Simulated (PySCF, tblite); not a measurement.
# C3H5BrClO2Si radical: geometry, infrared bands and EPR parameters

Aim: predict the infrared bands and EPR parameters of C3H5BrClO2Si radical (`Cl[C]1CO[SiH](Br)OC1`).

Computed with tblite 0.8.0 and PySCF 2.14.0, with density-fitted response routines of our own, on a single molecule in the gas phase. Atoms count from 0, in the outputs and in this text.

## Step 1: Starting geometry

13 atoms, charge 0, multiplicity 2; geometry from: force field or distance geometry start.

Bonds of the start (Å): Cl0–C1 1.69, C1–C2 1.50, C2–O3 1.41, O3–Si4 1.67, Si4–Br5 2.20, Si4–O6 1.67, O6–C7 1.43, C7–C1 1.49, C2–H8 1.10, C2–H9 1.10, Si4–H10 1.47, C7–H11 1.10, C7–H12 1.10.

## Step 2: Geometry optimisation with GFN2-xTB

Job settings and geometry (Å):

```
{"job": {"kind": "relax", "xc": "GFN2-xTB", "basis": "xTB"}, "charge": 0, "multiplicity": 2}
Cl    -2.933500     0.590700    -0.320300
C     -1.284000     0.249100    -0.145000
C     -0.315000     1.341300     0.182200
O      0.796000     0.880200     0.919400
Si     1.655500    -0.388900     0.268300
Br     3.232900     0.422800    -1.041200
O      0.563400    -1.222400    -0.676000
C     -0.797200    -1.157400    -0.257300
H      0.023300     1.833700    -0.739600
H     -0.817700     2.110500     0.794200
H      2.203300    -1.259900     1.321500
H     -0.938000    -1.706500     0.686200
H     -1.393400    -1.692700    -1.010200
```

On the command line:

```sh
OMP_NUM_THREADS=1 python probes_run.py task.json out
```

This one command runs all jobs of the session in turn.

The program printed:

```text
step      E/eV     max force
  0    -749.67418    1.136
  1    -749.72873    0.587
  2    -749.75724    0.381
  3    -749.76542    0.266
  4    -749.77302    0.217
  5    -749.77709    0.213
  6    -749.78412    0.247
  7    -749.78845    0.218
  8    -749.79269    0.215
  9    -749.79762    0.320
 10    -749.80466    0.369
 11    -749.81183    0.289
 12    -749.81690    0.139
 13    -749.81909    0.112
 14    -749.82028    0.084
 15    -749.82183    0.097
 16    -749.82377    0.124
 17    -749.82620    0.175
 18    -749.82876    0.182
 19    -749.83115    0.147
 20    -749.83337    0.126
 21    -749.83559    0.119
 22    -749.83793    0.130
 23    -749.84024    0.132
 24    -749.84208    0.115
 25    -749.84338    0.102
 26    -749.84434    0.080
 27    -749.84510    0.082
 28    -749.84570    0.064
 29    -749.84621    0.070
 30    -749.84678    0.072
 31    -749.84743    0.086
 32    -749.84799    0.068
 33    -749.84833    0.041
 34    -749.84852    0.035
 35    -749.84869    0.039
 36    -749.84887    0.043
 37    -749.84899    0.026
 38    -749.84908    0.024
 39    -749.84916    0.028
 40    -749.84928    0.037
 41    -749.84945    0.039
 42    -749.84962    0.037
 43    -749.84979    0.033
 44    -749.84998    0.044
 45    -749.85022    0.052
 46    -749.85046    0.047
 47    -749.85065    0.027
 48    -749.85080    0.032
 49    -749.85096    0.037
 50    -749.85118    0.039
 51    -749.85146    0.034
 52    -749.85167    0.025
 53    -749.85182    0.037
 54    -749.85194    0.030
 55    -749.85208    0.028
 56    -749.85220    0.031
 57    -749.85232    0.026
 58    -749.85242    0.019
 59    -749.85248    0.020
 60    -749.85254    0.019
 61    -749.85261    0.020
 62    -749.85268    0.022
 63    -749.85275    0.022
 64    -749.85280    0.017
 65    -749.85285    0.022
 66    -749.85292    0.028
 67    -749.85306    0.035
 68    -749.85333    0.049
 69    -749.85377    0.061
 70    -749.85438    0.068
 71    -749.85512    0.081
 72    -749.85601    0.080
 73    -749.85697    0.069
 74    -749.85743    0.129
 75    -749.85851    0.091
 76    -749.85924    0.072
 77    -749.86033    0.062
 78    -749.86126    0.097
 79    -749.86279    0.129
 80    -749.86439    0.099
 81    -749.86484    0.134
 82    -749.86526    0.067
 83    -749.86582    0.057
 84    -749.86603    0.051
 85    -749.86660    0.075
 86    -749.86758    0.102
 87    -749.86902    0.094
 88    -749.87092    0.178
 89    -749.86881    0.257
 90    -749.87295    0.079
 91    -749.87374    0.097
 92    -749.87300    0.249
 93    -749.87572    0.100
 94    -749.87661    0.091
 95    -749.87273    0.318
 96    -749.87830    0.060
 97    -749.87886    0.061
 98    -749.87948    0.046
 99    -749.87965    0.030
100    -749.87985    0.026
101    -749.88007    0.031
102    -749.88020    0.025
103    -749.88027    0.009
```

Wall time 1 s (1 thread of Arm Neoverse V1, shared host); peak memory 0.18 GiB.

Relaxation path: (not every step is listed)

```tsv
step	energy from step 0 (eV)	largest force (eV/Å)
0	0.0000	1.1360
1	-0.0546	0.5874
2	-0.0831	0.3808
3	-0.0912	0.2664
4	-0.0988	0.2167
5	-0.1029	0.2134
6	-0.1099	0.2471
7	-0.1143	0.2183
8	-0.1185	0.2146
17	-0.1520	0.1753
26	-0.1702	0.0796
35	-0.1745	0.0393
44	-0.1758	0.0441
53	-0.1776	0.0373
62	-0.1785	0.0222
71	-0.1809	0.0814
80	-0.1902	0.0991
89	-0.1946	0.2571
98	-0.2053	0.0462
99	-0.2055	0.0301
100	-0.2057	0.0263
101	-0.2059	0.0314
102	-0.2060	0.0250
103	-0.2061	0.0094
```

Close pairs (by a distance rule), those that changed most:

```tsv
bond	before (Å)	after (Å)	change (Å)
Si4–O6	1.667	1.619	-0.048
O3–Si4	1.665	1.620	-0.046
Si4–Br5	2.205	2.170	-0.035
O6–C7	1.425	1.397	-0.028
Si4–H10	1.472	1.448	-0.024
C2–O3	1.411	1.398	-0.013
C1–C2	1.496	1.486	-0.010
Cl0–C1	1.694	1.702	+0.008
```

The final coordinates are the input of the step that follows.

## Step 3: Infrared spectrum with GFN2-xTB

Job settings and geometry (Å):

```
{"job": {"kind": "ir", "xc": "GFN2-xTB", "basis": "xTB"}, "charge": 0, "multiplicity": 2}
Cl    -2.819872     0.317012     0.572488
C     -1.165216     0.135155     0.218934
C     -0.365036     1.382413     0.109438
O      1.013797     1.168990     0.200149
Si     1.631734    -0.323705     0.314865
Br     3.442852    -0.337696    -0.879762
O      0.618211    -1.369155    -0.393701
C     -0.758523    -1.135006    -0.437050
H     -0.546959     1.890136    -0.856199
H     -0.653997     2.082146     0.904555
H      1.911851    -0.684155     1.689490
H     -1.266373    -1.982022     0.043481
H     -1.046859    -1.143628    -1.504417
```

The program printed:

```text
mode    cm-1     km/mol
  1      31.6      3.83
  2      37.2      4.82
  3      98.2      1.23
  4      99.5      6.98
  5     171.7     17.30
  6     212.1      8.83
  7     263.0      0.04
  8     317.1     56.26
  9     426.2      6.46
 10     457.3     22.88
 11     517.2     32.15
 12     667.6     49.59
 13     719.0    281.80
 14     770.3    198.81
 15     837.5    213.89
 16     846.9     18.71
 17     901.2      0.64
 18     940.9      6.33
 19    1032.1    113.23
 20    1093.8     20.31
 21    1153.4    245.48
 22    1173.1      2.98
 23    1212.3     28.53
 24    1255.1      0.37
 25    1308.9      7.00
 26    1328.1      1.78
 27    1447.5     10.29
 28    1448.9      1.74
 29    2387.2    192.89
 30    2779.7      5.80
 31    2785.8     24.38
 32    2901.5     29.91
 33    2907.0     32.40
```

Run time: 0.61 s. Hardware: 1 thread of Arm Neoverse V1, shared host; peak memory 0.18 GiB.

Which atoms move in the most intense modes:

```tsv
cm⁻¹	km/mol	atoms
317	56.3	Si4 39 %, Cl0 18 %, O3 17 %, O6 17 %
668	49.6	H10 93 %
719	281.8	H10 78 %
770	198.8	Si4 34 %, C2 16 %, C7 16 %
838	213.9	Si4 43 %, O6 17 %, O3 16 %
1032	113.2	C1 42 %
1153	245.5	O6 19 %, C7 18 %, O3 17 %, C2 16 %
2387	192.9	H10 97 %
```

## Step 4: g tensor and hyperfine couplings: B3LYP/def2-TZVP-core+pcH-1

The job, as its differences from that of step 3:

```diff
@@ -1,2 +1,2 @@
-{"job": {"kind": "ir", "xc": "GFN2-xTB", "basis": "xTB"}, "charge": 0, "multiplicity": 2}
+{"job": {"kind": "epr", "basis": "pcH-1"}, "charge": 0, "multiplicity": 2}
 Cl    -2.819872     0.317012     0.572488
```

Method: UKS B3LYP, def2-TZVP-core on Br, pcH-1 on C Cl H O Si, non-relativistic, mean-field spin-orbit, GIAO.

The program printed:

```text
UKS, coarse grid
  cycle   1  E = -3591.55571316  |g| = 1.71e+00
  cycle   2  E = -3591.25091035  |g| = 1.28e+00
  cycle   3  E = -3591.57563123  |g| = 7.39e-01
  cycle   4  E = -3591.75155680  |g| = 7.88e-02
  cycle   5  E = -3591.75234547  |g| = 2.66e-02
  cycle   6  E = -3591.75260209  |g| = 8.89e-03
  cycle   7  E = -3591.75264085  |g| = 2.32e-03
  cycle   8  E = -3591.75264203  |g| = 8.89e-04
UKS, final grid
  cycle   1  E = -3591.75268740  |g| = 1.03e-03
  cycle   2  E = -3591.75268682  |g| = 1.51e-03
  cycle   3  E = -3591.75268793  |g| = 1.27e-04
  cycle   4  E = -3591.75268794  |g| = 4.67e-05
  cycle   5  E = -3591.75268794  |g| = 2.59e-05
E = -3591.75268794 Eh   <S^2> = 0.7540 (exact 0.7500)
g shifts (ppm)      1          2          3
  rmc          -167       -167       -167
  gc             -1         40         28
  oz_so        -486       4324       5537
  total        -654       4197       5398
hyperfine (MHz)  atom isotope    a_iso     a_fc   dipolar eigenvalues
    0  35Cl       5.25       5.36    -27.90    -17.63     45.54
    1   13C     142.81     142.32    -77.74    -77.49    155.24
    2   13C     -26.87     -26.89     -2.49     -1.97      4.46
    3   17O      -4.97      -4.95     -3.54      1.49      2.04
    4  29Si       3.93       3.94     -1.48      0.74      0.74
    5  79Br      -0.08      -0.11     -0.50     -0.23      0.73
    6   17O      -4.49      -4.48     -3.15      1.29      1.86
    7   13C     -26.65     -26.67     -2.48     -1.95      4.43
    8    1H     125.78     125.78     -5.10     -1.73      6.84
    9    1H      43.33      43.32     -5.47     -4.43      9.90
   10    1H       9.13       9.13     -1.95     -1.43      3.39
   11    1H      46.28      46.27     -5.45     -4.46      9.91
   12    1H     126.98     126.98     -5.06     -1.77      6.82
```

Run time: 5.3 min. Hardware: 1 thread of Arm Neoverse V1, shared host; peak memory 1.5 GiB.

Principal g values 2.00167, 2.00652, 2.00772; g(iso) = 2.00530, against 2.00232 for a free electron.

Hyperfine couplings; where a row names several nuclei, a(iso) is their mean (it holds for fast rotation or exchange) and the dipolar term the largest among them:

```tsv
nuclei	isotope	a(iso) (MHz)	a(iso) (G, at g = 2.0023)	largest dipolar term (MHz)
C1	13C	142.8	51.0	155.2
H8, H12	1H	126.4	45.1	6.8
H9, H11	1H	44.8	16.0	9.9
C2, C7	13C	-26.8	-9.5	4.5
H10	1H	9.1	3.3	3.4
Cl0	35Cl	5.2	1.9	45.5
O3, O6	17O	-4.7	-1.7	-3.5
Si4	29Si	3.9	1.4	-1.5
Br5	79Br	-0.1	0.0	0.7
```

Mulliken spin populations:

Cl0 0.08; C1 0.86; C2 -0.06; O3 0.00; Si4 0.01; Br5 0.00; O6 0.00; C7 -0.06; H8 0.06; H9 0.02; H10 0.00; H11 0.02; H12 0.06

In first order the couplings over 0.8 MHz of 1H, 35Cl give 72 distinct lines over 131.0 G, if the averaged nuclei exchange fast; the same motion can average rows kept apart here too.

Orbitals, density, ELF and potential are computed afterwards from the orbital file.

ELF in a plane through or near 5 of the atoms.

Ten even steps from ' ' (0.00) to '@' (1.00):
```
                                                        
                                                        
                                                        
                              **%%++..                  
                    ::--..  ::@@@@@@==                  
                  ::**%%**..++@@@@@@--                  
        ..::..    ::##%%%%==++@@@@%%..  ::--..          
      --++++==..  ::**%%##**====**::  ++%%%%++..        
    ..==**##**==::  ::%%##--==%%%%==--##%%%%##--        
    ::++####****::++##..--  --##::--##==::%%##--        
    ::++####****::++##..--  --**..--##==--%%##--        
    ..==**##++==::  ::####--==%%%%==--##%%%%##--        
      ::++++==..  ::**%%##**==++**..  ++%%##++..        
        ..::..    ::**%%%%==++@@@@##    ::--..          
                  ..**##**..++@@@@@@--                  
                    ::::..  --@@@@@@--                  
                            ..**##++                    
                                                        
                                                        
                                                        
```
The map spans 12.1 Å across and 9.4 Å up, centred on the molecule. Atoms in the plane (x, y in Å): Cl0 (2.8, 0.0), C1 (1.2, 0.0), Si4 (-1.7, 0.0), H9 (1.0, 2.1), H11 (0.9, -2.1).

log10 of the density (e/Å³) in the same plane.

Ten even steps from '0' (-4.0) to '9' (1.2):
```
0000000000000000000000000000
0000000000000000000000000000
0000000000001122221000000000
0000000001222334433100000000
0000011123444455554210000000
0011222234566667765332210000
0122333345688778765444321000
0233455556788777765666542100
1234556666777777776777643100
1234566668976667877897653200
1234566669976667877897653211
1234556666777777776777643111
0123455556788777765666542100
0122333345678778765444321000
0011222234566667765333210000
0000011123444455554210000000
0000000001222334432100000000
0000000000001122221000000000
0000000000000000000000000000
0000000000000000000000000000
```
The map spans 12.1 Å across and 9.4 Å up, centred on the molecule. Atoms in the plane (x, y in Å): Cl0 (2.8, 0.0), C1 (1.2, 0.0), Si4 (-1.7, 0.0), H9 (1.0, 2.1), H11 (0.9, -2.1).

On the surface of density 0.002 e/bohr³ the electrostatic potential runs, from the 1st to the 99th percentile, from -1.05 V near O6 to 1.11 V near H10.

The spin density lies nearest to C1 64 %; Cl0 13 %.

## Step 5: Summary of results

| quantity | value |
| --- | --- |
| strongest single infrared mode (GFN2-xTB) | 719 cm⁻¹, 282 km/mol |
| zero-point energy (GFN2-xTB) | 49.4 kcal/mol |
| g(iso) (B3LYP) | 2.00530 |
| ⟨S²⟩ | 0.754 (exact 0.75) |
| largest a(iso) (averaged by class) | 13C on C1, 142.8 MHz |
| potential on the surface of density 0.002 e/bohr³, 1st and 99th percentile | -1.05 V and 1.11 V |

Relaxing lowered the energy by 0.206 eV in 103 steps; the close pair that moved most is Si4–O6, from 1.667 to 1.619 Å. All 33 modes are real, so the xTB geometry is a minimum. The strongest single mode, at 719 cm⁻¹, moves mainly H10. GFN2-xTB is a fitted tight-binding method: band positions and strengths are rough. Its intensities can rank the bands wrongly. Most of the unpaired spin sits on C1 (0.86 e). The isotropic g lies 3.0 ppt above the free-electron value. The hyperfine terms hold no scalar relativity, which the heavier nuclei need. These values are for one conformer; the search (at its own cheap level) found 2 more, at 0.33, 0.40 kcal/mol, and measured spectra average over such forms.
